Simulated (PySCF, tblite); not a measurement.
# C₂H₁₀NOSi₂ radical, a small gas-phase stand-in for a defect centre (C site with back bonds N[SiH3], C[SiH3], O): EPR parameters

Aim: the EPR parameters of `O[C](C[SiH3])N[SiH3]`. It is drawn as: dangling bond.

Computed with tblite 0.8.0 and PySCF 2.14.0; each step states its level. No surroundings beyond the atoms listed, unless a continuum is named. Atoms count from 0, parts from 1.

## (1) The system as given

16 atoms, charge 0, multiplicity 2; geometry: distance geometry start.

## (2) Geometry optimisation with GFN2-xTB

Job settings and geometry (Å):

```
{"job": {"kind": "relax", "xc": "GFN2-xTB", "basis": "xTB"}, "charge": 0, "multiplicity": 2}
C     -0.180351     0.030964     0.783758
N      1.234898    -0.319862     0.727252
Si     2.483085     0.688571     0.089197
C     -1.248293    -0.887282     0.243837
Si    -2.088279    -0.268608    -1.298754
O     -0.578667     1.030249     1.648548
H      1.373205    -1.255996     0.349597
H      2.429863     1.991984     0.753729
H      3.753602    -0.009238     0.300943
H      2.243022     0.823505    -1.351515
H     -0.818304    -1.870995     0.051417
H     -1.987678    -1.018936     1.026265
H     -1.109609    -0.118560    -2.408294
H     -3.093123    -1.248542    -1.737217
H     -2.749833     1.061834    -1.077273
H      0.209854     1.381419     2.107372
```

With the program's defaults for keys left out, this is: GFN2-xTB geometry optimisation, gas phase.

Run with:

```console
$ OMP_NUM_THREADS=1 python cluster_run.py task.json out
```

One launch serves the whole session: the jobs run in the order shown.

Output:

```text
step      E/eV     max force
  0    -538.19823    1.898
  1    -538.33155    0.744
  2    -538.36560    0.468
  3    -538.38083    0.362
  4    -538.40151    0.371
  5    -538.41937    0.443
  6    -538.43661    0.391
  7    -538.45041    0.395
  8    -538.46281    0.342
  9    -538.47533    0.318
 10    -538.48773    0.393
 11    -538.50086    0.370
 12    -538.51420    0.320
 13    -538.52501    0.301
 14    -538.53170    0.208
 15    -538.53543    0.157
 16    -538.53901    0.180
 17    -538.54426    0.237
 18    -538.55030    0.291
 19    -538.55565    0.246
 20    -538.56019    0.178
 21    -538.56451    0.208
 22    -538.56940    0.214
 23    -538.57589    0.201
 24    -538.58000    0.133
 25    -538.58288    0.166
 26    -538.58751    0.176
 27    -538.59258    0.172
 28    -538.59659    0.115
 29    -538.59871    0.088
 30    -538.59999    0.074
 31    -538.60131    0.104
 32    -538.60273    0.087
 33    -538.60406    0.091
 34    -538.60538    0.106
 35    -538.60674    0.105
 36    -538.60793    0.108
 37    -538.60892    0.073
 38    -538.60984    0.083
 39    -538.61092    0.085
 40    -538.61225    0.097
 41    -538.61358    0.092
 42    -538.61468    0.068
 43    -538.61539    0.148
 44    -538.61606    0.076
 45    -538.61666    0.062
 46    -538.61754    0.057
 47    -538.61801    0.057
 48    -538.61912    0.077
 49    -538.62008    0.094
 50    -538.62059    0.126
 51    -538.62142    0.078
 52    -538.62187    0.049
 53    -538.62248    0.043
 54    -538.62291    0.052
 55    -538.62363    0.102
 56    -538.62417    0.090
 57    -538.62461    0.078
 58    -538.62491    0.046
 59    -538.62533    0.063
 60    -538.62595    0.093
 61    -538.62620    0.149
 62    -538.62683    0.048
 63    -538.62700    0.048
 64    -538.62726    0.042
 65    -538.62753    0.053
 66    -538.62804    0.065
 67    -538.62846    0.050
 68    -538.62877    0.058
 69    -538.62903    0.067
 70    -538.62945    0.071
 71    -538.63017    0.080
 72    -538.63115    0.091
 73    -538.63205    0.065
 74    -538.63270    0.067
 75    -538.63323    0.076
 76    -538.63377    0.100
 77    -538.63450    0.108
 78    -538.63544    0.082
 79    -538.63608    0.052
 80    -538.63654    0.062
 81    -538.63710    0.070
 82    -538.63772    0.072
 83    -538.63833    0.060
 84    -538.63888    0.058
 85    -538.63935    0.056
 86    -538.63968    0.053
 87    -538.64003    0.046
 88    -538.64039    0.086
 89    -538.64073    0.044
 90    -538.64104    0.059
 91    -538.64135    0.047
 92    -538.64160    0.029
 93    -538.64183    0.030
 94    -538.64209    0.053
 95    -538.64239    0.059
 96    -538.64273    0.042
 97    -538.64307    0.034
 98    -538.64334    0.030
 99    -538.64353    0.042
100    -538.64364    0.029
101    -538.64371    0.023
102    -538.64378    0.024
103    -538.64387    0.033
104    -538.64401    0.046
105    -538.64416    0.041
106    -538.64427    0.026
107    -538.64434    0.034
108    -538.64442    0.028
109    -538.64451    0.027
110    -538.64459    0.020
111    -538.64464    0.019
112    -538.64470    0.023
113    -538.64479    0.026
114    -538.64491    0.025
115    -538.64501    0.026
116    -538.64508    0.025
117    -538.64514    0.023
118    -538.64523    0.023
119    -538.64537    0.025
120    -538.64552    0.026
121    -538.64565    0.028
122    -538.64575    0.028
123    -538.64582    0.022
124    -538.64589    0.018
125    -538.64595    0.020
126    -538.64600    0.019
127    -538.64604    0.015
128    -538.64607    0.013
129    -538.64609    0.011
130    -538.64611    0.015
131    -538.64613    0.015
132    -538.64615    0.011
133    -538.64616    0.009
134    -538.64617    0.007
```

Run time: 5.1 s. Hardware: 1 thread of Intel Xeon Platinum 8375C at 2.90GHz, shared host.

The steps of the relaxation:

| step | energy from step 0 (eV) | largest force (eV/Å) |
| --- | --- | --- |
| 0 | 0.0000 | 1.8977 |
| 5 | -0.2211 | 0.4430 |
| 10 | -0.2895 | 0.3928 |
| 15 | -0.3372 | 0.1566 |
| 20 | -0.3620 | 0.1780 |
| 25 | -0.3847 | 0.1660 |
| 30 | -0.4018 | 0.0732 |
| 35 | -0.4085 | 0.1049 |
| 40 | -0.4140 | 0.0965 |
| 45 | -0.4184 | 0.0625 |
| 50 | -0.4224 | 0.1258 |
| 55 | -0.4254 | 0.1012 |
| 60 | -0.4277 | 0.0933 |
| 65 | -0.4293 | 0.0526 |
| 70 | -0.4312 | 0.0708 |
| 75 | -0.4350 | 0.0759 |
| 80 | -0.4383 | 0.0619 |
| 85 | -0.4411 | 0.0555 |
| 90 | -0.4428 | 0.0590 |
| 95 | -0.4442 | 0.0592 |
| 100 | -0.4454 | 0.0295 |
| 105 | -0.4459 | 0.0412 |
| 110 | -0.4464 | 0.0208 |
| 115 | -0.4468 | 0.0255 |
| 120 | -0.4473 | 0.0256 |
| 125 | -0.4477 | 0.0193 |
| 130 | -0.4479 | 0.0149 |
| 134 | -0.4479 | 0.0073 |

Distances of close pairs at the start and the end, largest changes first:

| bond | before (Å) | after (Å) | change (Å) |
| --- | --- | --- | --- |
| C0–N1 | 1.459 | 1.379 | -0.080 |
| C3–Si4 | 1.862 | 1.932 | +0.069 |
| Si4–H14 | 1.502 | 1.460 | -0.042 |
| C0–C3 | 1.508 | 1.477 | -0.032 |
| Si4–H12 | 1.487 | 1.467 | -0.020 |
| O5–H15 | 0.978 | 0.962 | -0.015 |
| N1–Si2 | 1.727 | 1.739 | +0.012 |
| N1–H6 | 1.019 | 1.008 | -0.011 |

## (3) Relaxing the molecule at PBE0-D3(BJ)/def2-SVP

Job settings and geometry (Å):

```
{"job": {"xc": "PBE0", "basis": "def2-SVP", "d3": "d3bj", "grid": 2, "kind": "geom", "shake": 0.01}, "charge": 0, "multiplicity": 2}
C     -0.154907    -0.227267     0.985599
N      1.104105    -0.397192     0.516323
Si     2.267718     0.793104     0.037773
C     -1.269906    -0.990512     0.446130
Si    -1.816681    -0.346732    -1.305581
O     -0.508416     1.046085     1.464922
H      1.223074    -1.313621     0.117101
H      2.521726     1.661085     1.217070
H      3.440925    -0.020156    -0.269247
H      1.892919     1.666898    -1.059367
H     -1.039536    -2.049470     0.405368
H     -2.144268    -0.896538     1.133681
H     -0.685589    -0.520941    -2.187161
H     -2.970784    -1.089935    -1.812292
H     -2.153278     1.064092    -1.161061
H      0.281445     1.609784     1.492889
```

Output:

```text
step   0  E = -790.31940005  max force = 0.035887
step   1  E = -790.33011913  max force = 0.005540
step   2  E = -790.33168145  max force = 0.004412
step   3  E = -790.33227386  max force = 0.009373
step   4  E = -790.33241009  max force = 0.008191
step   5  E = -790.33318967  max force = 0.002786
step   6  E = -790.33340911  max force = 0.001323
step   7  E = -790.33351755  max force = 0.001005
step   8  E = -790.33369773  max force = 0.001258
step   9  E = -790.33372374  max force = 0.000941
step  10  E = -790.33373850  max force = 0.000671
step  11  E = -790.33374411  max force = 0.000576
step  12  E = -790.33374980  max force = 0.000449
optimisation converged
```

It took 5 min on 1 thread of Intel Xeon Platinum 8375C at 2.90GHz, shared host; peak memory 0.79 GiB.

Along the way:

| step | energy from step 0 (eV) | largest force component (eV/Å) |
| --- | --- | --- |
| 0 | 0.0000 | 1.8454 |
| 1 | -0.2917 | 0.2849 |
| 2 | -0.3342 | 0.2269 |
| 3 | -0.3503 | 0.4820 |
| 4 | -0.3540 | 0.4212 |
| 5 | -0.3752 | 0.1433 |
| 6 | -0.3812 | 0.0680 |
| 7 | -0.3842 | 0.0517 |
| 8 | -0.3891 | 0.0647 |
| 9 | -0.3898 | 0.0484 |
| 10 | -0.3902 | 0.0345 |
| 11 | -0.3903 | 0.0296 |
| 12 | -0.3905 | 0.0231 |

Close pairs (by a distance rule), those that changed most:

| bond | before (Å) | after (Å) | change (Å) |
| --- | --- | --- | --- |
| Si4–H12 | 1.445 | 1.496 | +0.051 |
| C0–N1 | 1.354 | 1.401 | +0.046 |
| Si2–H9 | 1.452 | 1.495 | +0.044 |
| C0–C3 | 1.455 | 1.491 | +0.036 |
| Si4–H14 | 1.458 | 1.492 | +0.035 |
| C3–Si4 | 1.945 | 1.911 | -0.034 |
| Si4–H13 | 1.463 | 1.497 | +0.034 |
| C0–O5 | 1.406 | 1.372 | -0.034 |

The final coordinates are the input of the step that follows.

| at the end point | value |
| --- | --- |
| point group (found at 0.08 Å tolerance) | C1 |
| rotational constants (GHz, main isotopes) | 3.400, 1.321, 1.153 |
| dipole moment (D) | 1.80 |
| ⟨S²⟩ | 0.754 |

## (4) g tensor and hyperfine couplings: B3LYP/IGLO-III+pcH-1

Job settings and geometry (Å):

```
{"job": {"kind": "epr"}, "charge": 0, "multiplicity": 2}
C     -0.168967    -0.254899     1.081381
N      1.125738    -0.474848     0.594440
Si     2.175997     0.773561    -0.044035
C     -1.328129    -0.930679     0.431647
Si    -1.712637    -0.274878    -1.321299
O     -0.408042     1.059845     1.393171
H      1.374562    -1.446594     0.451287
H      2.543600     1.769471     1.010570
H      3.408383     0.055918    -0.482445
H      1.592115     1.528776    -1.195191
H     -1.139808    -2.014032     0.348911
H     -2.226960    -0.805064     1.056138
H     -0.548587    -0.528777    -2.225768
H     -2.905917    -0.979503    -1.887428
H     -1.986525     1.191614    -1.290203
H      0.193266     1.319027     2.101750
```

With the program's defaults for keys left out, this is: UKS B3LYP, IGLO-III on C N O Si, pcH-1 on H, non-relativistic, mean-field spin-orbit, GIAO.

Output:

```text
UKS, coarse grid
  cycle   1  E = -791.19806752  |g| = 5.34e-01
  cycle   2  E = -791.05333590  |g| = 8.19e-01
  cycle   3  E = -791.29817058  |g| = 9.45e-02
  cycle   4  E = -791.30062669  |g| = 4.66e-02
  cycle   5  E = -791.30149043  |g| = 1.17e-02
  cycle   6  E = -791.30154771  |g| = 5.29e-03
  cycle   7  E = -791.30156097  |g| = 1.43e-03
  cycle   8  E = -791.30156201  |g| = 5.07e-04
UKS, final grid
  cycle   1  E = -791.30156311  |g| = 5.95e-04
  cycle   2  E = -791.30156298  |g| = 8.40e-04
  cycle   3  E = -791.30156328  |g| = 8.00e-05
  cycle   4  E = -791.30156328  |g| = 2.77e-05
E = -791.30156328 Eh   <S^2> = 0.7533 (exact 0.7500)
g shifts (ppm)      1          2          3
  rmc          -193       -193       -193
  gc             19          1        -20
  oz_so         -34       1078       1653
  total        -208        886       1440
hyperfine (MHz)  atom isotope    a_iso     a_fc   dipolar eigenvalues
    0   13C     233.38     233.48    -68.88    -68.57    137.45
    1   14N      18.28      18.29     -5.43     -4.61     10.04
    2  29Si     -27.31     -27.37     -8.52      3.45      5.07
    3   13C      12.23      12.23     -3.37     -3.02      6.39
    4  29Si     -89.11     -89.28    -18.59      9.03      9.56
    5   17O      -4.25      -4.28    -30.08     14.40     15.67
    6    1H      -2.75      -2.76     -6.75     -6.43     13.17
    7    1H       1.80       1.80     -1.77     -1.59      3.36
    8    1H      -1.37      -1.37     -1.73     -1.56      3.29
    9    1H      23.51      23.51     -1.97     -1.19      3.16
   10    1H      27.23      27.23     -5.13     -4.59      9.71
   11    1H      18.01      18.01     -5.20     -4.46      9.66
   12    1H      -1.15      -1.15     -2.18     -0.70      2.88
   13    1H      11.07      11.07     -1.97     -0.56      2.53
   14    1H      -2.29      -2.30     -2.03     -0.94      2.97
   15    1H      33.27      33.26     -9.60     -6.55     16.15
```

Run time: 96 s. Hardware: 1 thread of Intel Xeon Platinum 8375C at 2.90GHz, shared host; peak memory 1.4 GiB.

Principal g values 2.00211, 2.00321, 2.00376; g(iso) = 2.00303, against 2.00232 for a free electron.

Hyperfine couplings, nucleus by nucleus at this fixed geometry (no averaging over rotations):

| nuclei | isotope | a(iso) (MHz) | a(iso) (G, at g = 2.0023) | largest dipolar term (MHz) |
| --- | --- | --- | --- | --- |
| C0 | 13C | 233.4 | 83.3 | 137.5 |
| Si4 | 29Si | -89.1 | -31.8 | -18.6 |
| H15 | 1H | 33.3 | 11.9 | 16.2 |
| Si2 | 29Si | -27.3 | -9.7 | -8.5 |
| H10 | 1H | 27.2 | 9.7 | 9.7 |
| H9 | 1H | 23.5 | 8.4 | 3.2 |
| N1 | 14N | 18.3 | 6.5 | 10.0 |
| H11 | 1H | 18.0 | 6.4 | 9.7 |
| C3 | 13C | 12.2 | 4.4 | 6.4 |
| H13 | 1H | 11.1 | 4.0 | 2.5 |
| O5 | 17O | -4.3 | -1.5 | -30.1 |
| H6 | 1H | -2.8 | -1.0 | 13.2 |
| H14 | 1H | -2.3 | -0.8 | 3.0 |
| H7 | 1H | 1.8 | 0.6 | 3.4 |

Mulliken spin populations:

C0 0.82; N1 0.06; Si2 0.04; C3 -0.07; Si4 0.09; O5 0.03; H6 -0.01; H7 0.00; H8 0.00; H9 0.01; H10 0.01; H11 0.01; H12 0.00; H13 0.01; H14 0.00; H15 0.00

In first order the couplings over 0.8 MHz of 1H, 14N give 3040 distinct lines over 56.7 G.

## (5) g tensor and hyperfine couplings: BHandHLYP/IGLO-III+pcH-1

Same as in step 4 but for these lines:

```diff
@@ -1,2 +1,2 @@
-{"job": {"kind": "epr"}, "charge": 0, "multiplicity": 2}
+{"job": {"kind": "epr", "xc": "BHandHLYP"}, "charge": 0, "multiplicity": 2}
 C     -0.168967    -0.254899     1.081381
```

Method: UKS BHandHLYP, IGLO-III on C N O Si, pcH-1 on H, non-relativistic, mean-field spin-orbit, GIAO.

Output:

```text
UKS, coarse grid
  cycle   1  E = -791.04290238  |g| = 4.40e-01
  cycle   2  E = -791.05485114  |g| = 4.52e-01
  cycle   3  E = -791.12327961  |g| = 5.74e-02
  cycle   4  E = -791.12482670  |g| = 2.54e-02
  cycle   5  E = -791.12518100  |g| = 8.51e-03
  cycle   6  E = -791.12524829  |g| = 3.64e-03
  cycle   7  E = -791.12526289  |g| = 1.48e-03
  cycle   8  E = -791.12526501  |g| = 5.15e-04
UKS, final grid
  cycle   1  E = -791.12526725  |g| = 3.90e-04
  cycle   2  E = -791.12526731  |g| = 3.62e-04
  cycle   3  E = -791.12526737  |g| = 7.89e-05
  cycle   4  E = -791.12526739  |g| = 5.46e-05
  cycle   5  E = -791.12526739  |g| = 8.90e-06
E = -791.12526739 Eh   <S^2> = 0.7554 (exact 0.7500)
g shifts (ppm)      1          2          3
  rmc          -196       -196       -196
  gc             18         -4        -24
  oz_so         -37        986       1491
  total        -215        787       1271
hyperfine (MHz)  atom isotope    a_iso     a_fc   dipolar eigenvalues
    0   13C     276.99     277.09    -72.92    -72.59    145.51
    1   14N      17.00      17.02     -5.20     -4.54      9.74
    2  29Si     -22.23     -22.28     -7.72      2.95      4.77
    3   13C       2.65       2.65     -3.92     -2.64      6.56
    4  29Si     -86.67     -86.82    -17.77      8.51      9.26
    5   17O      -6.91      -6.94    -29.98     13.96     16.02
    6    1H      -3.43      -3.44     -6.97     -6.66     13.63
    7    1H       0.97       0.97     -1.77     -1.63      3.40
    8    1H      -0.76      -0.76     -1.66     -1.50      3.16
    9    1H      19.99      19.98     -1.85     -1.26      3.11
   10    1H      27.45      27.45     -5.43     -4.74     10.17
   11    1H      20.28      20.27     -5.41     -4.75     10.16
   12    1H      -1.02      -1.02     -2.12     -0.84      2.96
   13    1H      11.42      11.41     -1.80     -0.60      2.40
   14    1H      -2.15      -2.15     -2.02     -1.05      3.07
   15    1H      32.52      32.51    -10.14     -6.84     16.97
```

Wall time 1.8 min (1 thread of Intel Xeon Platinum 8375C at 2.90GHz, shared host); peak memory 1.3 GiB.

In short: g(iso) 2.00293.

## (6) Run by run: EPR parameters

g, ⟨S²⟩ and isotropic hyperfine couplings (MHz), with basis size and wall time:

| run | g(iso) | ⟨S²⟩ | 13C C0 | 29Si Si4 | 1H H15 | 29Si Si2 | 1H H10 | functions | time |
| --- | --- | --- | --- | --- | --- | --- | --- | --- | --- |
| B3LYP/IGLO-III+pcH-1 | 2.00303 | 0.753 | 233.4 | -89.1 | 33.3 | -27.3 | 27.2 | 328 | 96 s |
| BHandHLYP/IGLO-III+pcH-1 | 2.00293 | 0.755 | 277.0 | -86.7 | 32.5 | -22.2 | 27.5 | 328 | 1.8 min |

## (7) Summary of results

| quantity | value |
| --- | --- |
| point group | C1 |
| rotational constants (main isotopes) | 3.40, 1.32, 1.15 GHz |
| g(iso) (B3LYP) | 2.00303 |
| ⟨S²⟩ | 0.753 (exact 0.75) |
| largest a(iso) | 13C on C0, 233.4 MHz |

In words: The start of the PBE0/def2-SVP relaxation was shaken at random by about 0.01 Å, so part of the energy gained, and of the first lengths quoted, undoes that. Relaxing lowered the energy by 0.390 eV in 12 steps; the close pair that moved most is Si4–H12, from 1.445 to 1.496 Å (PBE0/def2-SVP). C0 carries the largest spin population, 0.82 e. The isotropic g lies 0.7 ppt above the free-electron value. The coupling of 13C on C0 runs from 233.4 (B3LYP/IGLO-III+pcH-1) to 277.0 MHz (BHandHLYP/IGLO-III+pcH-1). A capped cluster stands for the solid here, so long-range fields and strain are missing, and bands or shifts of the capping hydrogens have no counterpart in it.
